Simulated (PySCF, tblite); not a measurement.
**C4H8ClSi radical: geometry, infrared bands and EPR parameters**

What infrared bands and EPR parameters should C4H8ClSi radical (`C=C[C](Cl)C[SiH3]`) show?

Programs: tblite 0.8.0 and PySCF 2.14.0, with density-fitted response routines of our own. Each step states its level of theory. These are calculated values for one molecule in the gas phase, unless marked as measured. Atoms are numbered from 0 throughout.

## Step 1: The starting structure

14 atoms, charge 0, multiplicity 2; geometry from: force field or distance geometry start.

Bonds of the start (Å): C0–C1 1.31, C1–C2 1.48, C2–Cl3 1.79, C2–C4 1.48, C4–Si5 1.89, C0–H6 1.09, C0–H7 1.09, C1–H8 1.09, C4–H9 1.10, C4–H10 1.12, Si5–H11 1.47, Si5–H12 1.48, Si5–H13 1.49.

## Step 2: Optimising the geometry with GFN2-xTB

What the job is given:

```
{"job": {"kind": "relax", "xc": "GFN2-xTB", "basis": "xTB"}, "charge": 0, "multiplicity": 2}
C     -2.534100     0.884200     0.173100
C     -1.438600     0.835600     0.897600
C     -0.164100     0.479900     0.237700
Cl    -0.552800    -0.020100    -1.432700
C      0.722500    -0.460100     0.967900
Si     2.232800    -0.713000    -0.134500
H     -2.457000     0.675400    -0.890400
H     -3.479900     1.145500     0.647300
H     -1.480000     1.036500     1.968000
H      0.986400    -0.111300     1.980800
H      0.285200    -1.483100     1.092300
H      2.170300    -1.980000    -0.880700
H      2.239700     0.436000    -1.061400
H      3.469000    -0.725800     0.692800
```

Command:

```bash
$ OMP_NUM_THREADS=1 python probes_run.py task.json out
```

One launch serves the whole session: the jobs run in the order shown.

Log:

```text
step      E/eV     max force
  0    -511.78949    3.056
  1    -512.03477    2.107
  2    -512.25008    1.865
  3    -512.40722    0.728
  4    -512.46182    0.521
  5    -512.50863    0.589
  6    -512.55120    0.560
  7    -512.58439    0.489
  8    -512.61243    0.460
  9    -512.63963    0.382
 10    -512.66622    0.537
 11    -512.69332    0.509
 12    -512.71757    0.378
 13    -512.73291    0.251
 14    -512.74452    0.260
 15    -512.75809    0.299
 16    -512.77067    0.267
 17    -512.78010    0.227
 18    -512.78682    0.197
 19    -512.79249    0.186
 20    -512.79798    0.206
 21    -512.80304    0.163
 22    -512.80736    0.189
 23    -512.81156    0.190
 24    -512.81587    0.153
 25    -512.81940    0.141
 26    -512.82163    0.101
 27    -512.82321    0.105
 28    -512.82500    0.114
 29    -512.82750    0.125
 30    -512.83012    0.117
 31    -512.83195    0.114
 32    -512.83306    0.090
 33    -512.83408    0.080
 34    -512.83523    0.081
 35    -512.83620    0.073
 36    -512.83678    0.046
 37    -512.83715    0.051
 38    -512.83758    0.070
 39    -512.83813    0.057
 40    -512.83883    0.067
 41    -512.83957    0.068
 42    -512.84033    0.080
 43    -512.84116    0.102
 44    -512.84215    0.099
 45    -512.84322    0.081
 46    -512.84422    0.084
 47    -512.84513    0.071
 48    -512.84600    0.089
 49    -512.84693    0.097
 50    -512.84800    0.090
 51    -512.84924    0.085
 52    -512.85054    0.086
 53    -512.85169    0.079
 54    -512.85270    0.088
 55    -512.85379    0.104
 56    -512.85525    0.105
 57    -512.85700    0.100
 58    -512.85862    0.111
 59    -512.85992    0.103
 60    -512.86127    0.083
 61    -512.86328    0.111
 62    -512.86621    0.146
 63    -512.86758    0.274
 64    -512.87182    0.148
 65    -512.87430    0.134
 66    -512.87755    0.282
 67    -512.88013    0.241
 68    -512.88269    0.123
 69    -512.88467    0.244
 70    -512.89020    0.186
 71    -512.89276    0.172
 72    -512.89613    0.132
 73    -512.89831    0.118
 74    -512.90038    0.150
 75    -512.90338    0.135
 76    -512.90647    0.143
 77    -512.90976    0.180
 78    -512.91247    0.137
 79    -512.91467    0.096
 80    -512.91598    0.082
 81    -512.91711    0.087
 82    -512.91797    0.111
 83    -512.91864    0.083
 84    -512.91927    0.064
 85    -512.91969    0.042
 86    -512.92007    0.042
 87    -512.92037    0.043
 88    -512.92062    0.032
 89    -512.92084    0.037
 90    -512.92112    0.054
 91    -512.92149    0.065
 92    -512.92191    0.052
 93    -512.92226    0.043
 94    -512.92252    0.033
 95    -512.92273    0.037
 96    -512.92294    0.045
 97    -512.92325    0.051
 98    -512.92376    0.060
 99    -512.92441    0.073
100    -512.92500    0.069
101    -512.92538    0.050
102    -512.92557    0.035
103    -512.92572    0.032
104    -512.92595    0.045
105    -512.92631    0.064
106    -512.92678    0.067
107    -512.92716    0.042
108    -512.92737    0.027
109    -512.92750    0.027
110    -512.92763    0.029
111    -512.92784    0.031
112    -512.92812    0.046
113    -512.92842    0.057
114    -512.92868    0.046
115    -512.92886    0.027
116    -512.92899    0.032
117    -512.92913    0.032
118    -512.92933    0.038
119    -512.92965    0.060
120    -512.93006    0.066
121    -512.93042    0.052
122    -512.93065    0.041
123    -512.93084    0.038
124    -512.93097    0.035
125    -512.93118    0.032
126    -512.93136    0.026
127    -512.93150    0.025
128    -512.93161    0.025
129    -512.93173    0.029
130    -512.93186    0.029
131    -512.93197    0.020
132    -512.93203    0.018
133    -512.93207    0.017
134    -512.93212    0.018
135    -512.93216    0.018
136    -512.93220    0.012
137    -512.93222    0.012
138    -512.93224    0.010
139    -512.93226    0.013
140    -512.93229    0.015
141    -512.93230    0.008
```

It took 0.78 s on 1 thread of Arm Neoverse V2, shared host; peak memory 0.18 GiB.

Relaxation path: (not every step is listed)

```csv
step,energy from step 0 (eV),largest force (eV/Å)
0,0.0000,3.0559
1,-0.2453,2.1075
2,-0.4606,1.8646
3,-0.6177,0.7277
4,-0.6723,0.5209
5,-0.7191,0.5893
6,-0.7617,0.5602
7,-0.7949,0.4886
8,-0.8229,0.4602
20,-1.0085,0.2059
32,-1.0436,0.0895
44,-1.0527,0.0994
56,-1.0658,0.1055
68,-1.0932,0.1230
80,-1.1265,0.0817
92,-1.1324,0.0516
104,-1.1365,0.0450
116,-1.1395,0.0324
128,-1.1421,0.0249
136,-1.1427,0.0124
137,-1.1427,0.0118
138,-1.1427,0.0102
139,-1.1428,0.0128
140,-1.1428,0.0147
141,-1.1428,0.0083
```

Close pairs (by a distance rule), those that changed most:

```csv
bond,before (Å),after (Å),change (Å)
C1–C2,1.479,1.389,-0.090
C2–Cl3,1.786,1.722,-0.065
C0–C1,1.314,1.361,+0.046
C4–Si5,1.887,1.929,+0.042
C4–H10,1.119,1.090,-0.030
Si5–H13,1.488,1.464,-0.024
C0–H7,1.090,1.074,-0.016
Si5–H12,1.476,1.462,-0.014
```

The end geometry stands in the next job.

## Step 3: Infrared spectrum with GFN2-xTB

What the job is given:

```
{"job": {"kind": "ir", "xc": "GFN2-xTB", "basis": "xTB"}, "charge": 0, "multiplicity": 2}
C     -2.399791     1.167422     0.015646
C     -1.264023     0.727140     0.621640
C     -0.583713    -0.454658     0.356861
Cl    -1.140954    -1.499326    -0.893277
C      0.673113    -0.855161     1.007564
Si     2.186216    -0.293528    -0.049534
H     -2.876489     0.601834    -0.764316
H     -2.856989     2.095072     0.303919
H     -0.828048     1.333259     1.406489
H      0.738660    -0.401128     1.996069
H      0.718642    -1.937592     1.126041
H      2.090955    -0.909695    -1.369295
H      2.146477     1.164878    -0.144717
H      3.395267    -0.738989     0.644769
```

Log:

```text
mode    cm-1     km/mol
  1      47.7      0.12
  2     103.9      0.26
  3     113.1      0.06
  4     196.7      1.06
  5     224.0      0.31
  6     330.7      0.15
  7     356.4      8.62
  8     484.2     12.26
  9     507.8     25.32
 10     542.3      9.95
 11     570.9      3.39
 12     638.8     16.49
 13     702.9     32.48
 14     761.6     69.45
 15     767.3      7.03
 16     769.2    299.21
 17     779.8    304.87
 18     796.1    154.37
 19     936.5     13.23
 20     951.3     27.93
 21    1081.7     11.89
 22    1163.4     43.26
 23    1177.2     81.85
 24    1273.1      4.45
 25    1318.8      5.27
 26    1426.7      8.96
 27    1450.3      4.53
 28    1511.0      2.33
 29    2266.7    318.04
 30    2284.1    244.25
 31    2305.4    223.63
 32    2982.8     22.14
 33    2987.2     16.21
 34    3045.9     33.44
 35    3126.0     11.27
 36    3160.8     43.34
```

It took 0.38 s on 1 thread of Arm Neoverse V2, shared host; peak memory 0.18 GiB.

Which atoms move in the most intense modes:

```csv
cm⁻¹,km/mol,atoms
762,69.5,"H13 38 %, H12 27 %, H11 16 %"
769,299.2,"H12 37 %, H11 30 %, H13 11 %"
780,304.9,"H11 43 %, H12 26 %, H13 25 %"
796,154.4,"C4 24 %, H9 21 %, H10 21 %, H13 14 %"
1177,81.8,"H10 40 %, H9 36 %, C4 22 %"
2267,318.0,H13 97 %
2284,244.2,H12 97 %
2305,223.6,H11 97 %
```

## Step 4: g tensor and hyperfine couplings: B3LYP/pcH-1

Same as in step 3 but for these lines:

```diff
@@ -1,2 +1,2 @@
-{"job": {"kind": "ir", "xc": "GFN2-xTB", "basis": "xTB"}, "charge": 0, "multiplicity": 2}
+{"job": {"kind": "epr", "basis": "pcH-1"}, "charge": 0, "multiplicity": 2}
 C     -2.399791     1.167422     0.015646
```

Level: UKS B3LYP, pcH-1 on C Cl H Si, non-relativistic, mean-field spin-orbit, GIAO.

Log:

```text
UKS, coarse grid
  cycle   1  E = -906.85239188  |g| = 3.34e-01
  cycle   2  E = -906.81475613  |g| = 4.16e-01
  cycle   3  E = -906.89919774  |g| = 9.93e-02
  cycle   4  E = -906.90352953  |g| = 4.95e-02
  cycle   5  E = -906.90489623  |g| = 1.10e-02
  cycle   6  E = -906.90499680  |g| = 5.74e-03
  cycle   7  E = -906.90503365  |g| = 1.83e-03
  cycle   8  E = -906.90503606  |g| = 1.21e-03
  cycle   9  E = -906.90503769  |g| = 2.15e-04
UKS, final grid
  cycle   1  E = -906.90501450  |g| = 2.11e-04
  cycle   2  E = -906.90501449  |g| = 2.72e-04
  cycle   3  E = -906.90501453  |g| = 4.51e-05
  cycle   4  E = -906.90501453  |g| = 2.09e-05
E = -906.90501453 Eh   <S^2> = 0.7734 (exact 0.7500)
g shifts (ppm)      1          2          3
  rmc          -161       -161       -161
  gc             -2         28         34
  oz_so        -367       2285       4028
  total        -530       2153       3902
hyperfine (MHz)  atom isotope    a_iso     a_fc   dipolar eigenvalues
    0   13C      48.36      48.44    -46.24    -44.47     90.71
    1   13C     -45.74     -45.76    -26.87     10.36     16.51
    2   13C      69.72      69.42    -54.32    -53.09    107.42
    3  35Cl       2.33       2.42    -16.19     -8.69     24.87
    4   13C     -19.78     -19.81     -2.65     -0.18      2.83
    5  29Si     -74.94     -75.04    -14.31      6.77      7.54
    6    1H     -36.82     -36.83    -19.18     -1.29     20.47
    7    1H     -37.93     -37.94    -22.63     -0.24     22.86
    8    1H      10.25      10.25     -5.05     -1.50      6.55
    9    1H      20.42      20.41     -2.99     -2.64      5.63
   10    1H      40.44      40.42     -3.19     -2.42      5.61
   11    1H      -1.78      -1.78     -1.82     -1.01      2.83
   12    1H      -2.71      -2.71     -2.01     -0.90      2.90
   13    1H      14.53      14.53     -1.49     -0.68      2.17
```

It took 68 s on 1 thread of Arm Neoverse V2, shared host; peak memory 0.88 GiB.

Principal g values 2.00179, 2.00447, 2.00622; g(iso) = 2.00416, against 2.00232 for a free electron.

Hyperfine couplings; where a row names several nuclei, a(iso) is their mean (it holds for fast rotation or exchange) and the dipolar term the largest among them:

```csv
nuclei,isotope,a(iso) (MHz),"a(iso) (G, at g = 2.0023)",largest dipolar term (MHz)
Si5,29Si,-74.9,-26.7,-14.3
C2,13C,69.7,24.9,107.4
C0,13C,48.4,17.3,90.7
C1,13C,-45.7,-16.3,-26.9
H7,1H,-37.9,-13.5,22.9
H6,1H,-36.8,-13.1,20.5
"H9, H10",1H,30.4,10.9,5.6
C4,13C,-19.8,-7.1,2.8
H8,1H,10.3,3.7,6.6
"H11, H12, H13",1H,3.3,1.2,2.9
Cl3,35Cl,2.3,0.8,24.9
```

Mulliken spin populations:

C0 0.61; C1 -0.24; C2 0.59; Cl3 0.04; C4 -0.04; Si5 0.05; H6 -0.03; H7 -0.03; H8 0.01; H9 0.01; H10 0.02; H11 0.00; H12 0.00; H13 0.01

In first order the couplings over 0.8 MHz of 1H, 35Cl give 381 distinct lines over 58.2 G, if the averaged nuclei exchange fast.

Orbitals, density, ELF and potential are computed afterwards from the orbital file.

ELF in a plane through or near 6 of the atoms.

Values, 10 rows by 14 columns:
```
0.00 0.00 0.00 0.00 0.00 0.00 0.00 0.00 0.00 0.00 0.00 0.00 0.00 0.00
0.00 0.00 0.00 0.00 0.00 0.00 0.00 0.00 0.00 0.00 0.00 0.00 0.00 0.00
0.00 0.00 0.00 0.00 0.01 0.02 0.00 0.00 0.09 0.01 0.00 0.00 0.00 0.00
0.00 0.01 0.58 0.62 0.13 0.20 0.01 0.11 0.94 0.19 0.15 0.90 0.05 0.00
0.00 0.18 1.00 1.00 0.35 0.35 0.09 0.10 0.78 0.49 0.81 0.99 0.41 0.00
0.00 0.13 0.98 0.99 0.10 0.59 0.51 0.71 0.78 0.84 0.22 0.38 0.03 0.00
0.00 0.00 0.04 0.09 0.22 0.19 0.09 0.75 0.40 0.04 0.96 0.64 0.01 0.00
0.00 0.00 0.00 0.01 0.02 0.01 0.76 0.37 0.42 0.65 0.02 0.05 0.00 0.00
0.00 0.00 0.00 0.00 0.00 0.02 0.59 0.78 0.73 0.41 0.01 0.00 0.00 0.00
0.00 0.00 0.00 0.00 0.00 0.00 0.02 0.05 0.03 0.01 0.00 0.00 0.00 0.00
```
The map spans 12.1 Å across and 9.5 Å up, centred on the molecule. Atoms in the plane (x, y in Å): C0 (2.7, 0.1), Cl3 (0.6, -2.2), Si5 (-2.1, 0.2), H6 (2.9, -0.9), H7 (3.4, 0.9), H13 (-3.4, 0.6).

log10 of the density (e/Å³) in the same plane.

Ten even steps from '0' (-4.0) to '9' (2.0):
```
0000000000000000000000000000
0000000000000000000000000000
0000000000000000000000000000
0000000000000000000000000000
0000011122211112221111000000
0001122223322223333222210000
0012333444433334554344332000
0012345555444345665555542100
0123456655554445666666543100
0123466666665556777776543100
0123456666666666666786542100
0012344555555666655665432100
0011233445545566654565432000
0001122344445667654444321000
0000011223345689765433210000
0000001112345678765321100000
0000000001234566554320000000
0000000000123444443210000000
0000000000012233221000000000
0000000000000111110000000000
```
The map spans 12.1 Å across and 9.5 Å up, centred on the molecule. Atoms in the plane (x, y in Å): C0 (2.7, 0.1), Cl3 (0.6, -2.2), Si5 (-2.1, 0.2), H6 (2.9, -0.9), H7 (3.4, 0.9), H13 (-3.4, 0.6).

On the surface of density 0.002 e/bohr³ the electrostatic potential runs, from the 1st to the 99th percentile, from -0.58 V near C0 to 1.12 V near H11.

The spin density lies nearest to C2 35 %; C0 27 %; H6 9 %; C1 9 % (beta excess).

## Step 5: Summary of results

```
                                 quantity                   value
strongest single infrared mode (GFN2-xTB)   2267 cm⁻¹, 318 km/mol
             zero-point energy (GFN2-xTB)           61.7 kcal/mol
                           g(iso) (B3LYP)                 2.00416
                                     ⟨S²⟩      0.773 (exact 0.75)
       largest a(iso) (averaged by class)  29Si on Si5, -74.9 MHz
    surface potential, 1st and 99th percentile      -0.58 V and 1.12 V
```

In words: Relaxing lowered the energy by 1.143 eV in 141 steps; the close pair that moved most is C1–C2, from 1.479 to 1.389 Å. All 36 modes are real, so the xTB geometry is a minimum. The strongest single mode, at 2267 cm⁻¹, moves mainly H13. GFN2-xTB is a fitted tight-binding method: band positions and strengths are rough. Its intensities can rank the bands wrongly. The largest spin populations lie on C0 (0.61 e), C2 (0.59 e). The isotropic g lies 1.8 ppt above the free-electron value.
